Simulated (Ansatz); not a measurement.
# NaB: the cost of one run

Program: Ansatz 0.2.0. Level of theory: DFT r2SCAN, scalar-relativistic, plane waves, PAW. These are calculated values, not measurements.

1 further run of the same task is left out (set aside as unsound or not needed).

### Step 1. The structure to begin with

It takes space group Fm-3m (No. 225, cubic). Conventional cell: a = 5.368 Å, b = 5.368 Å, c = 5.368 Å, α = 90.00°, β = 90.00°, γ = 90.00°. Na (site symmetry m-3m) has 6 B at 2.68 Å as nearest neighbours. Around B (site symmetry m-3m) lie 6 Na at 2.68 Å.

Coordinates:

```cif
data_structure
_symmetry_space_group_name_H-M 'P 1'
_symmetry_Int_Tables_number 1
_cell_length_a 3.7956
_cell_length_b 3.7956
_cell_length_c 3.7956
_cell_angle_alpha 60.000
_cell_angle_beta 60.000
_cell_angle_gamma 60.000
_cell_volume 38.66
loop_
_atom_site_label
_atom_site_type_symbol
_atom_site_fract_x
_atom_site_fract_y
_atom_site_fract_z
_atom_site_occupancy
Na1 Na 0.00000 0.00000 0.00000 1
B1 B 0.50000 0.50000 0.50000 1
```

The structure comes from the Materials Project (structure only).

### Step 2. Probe: one point at the start

Input file input.yaml:

```yaml
crystal:
  lattice:
    - [0.0, 2.683869, 2.683869]
    - [2.683869, 0.0, 2.683869]
    - [2.683869, 2.683869, 0.0]
  atoms:
    - { symbol: Na, position: [0.0, 0.0, 0.0] }
    - { symbol: B, position: [0.5, 0.5, 0.5] }
basis:
  ecutwfc: 500
kpoints:
  mp_grid: { grid: [6, 6, 6] }
hamiltonian:
  xc: r2scan
scf:
  occupations: { method: gaussian, width: 0.1 }
output:
  forces: true
  stress: true
  eigenvalues: true
```

What time and memory should one allow on 1 thread of an Arm CPU, shared host?

About 1.5 s, with a peak of 0.36 GiB.
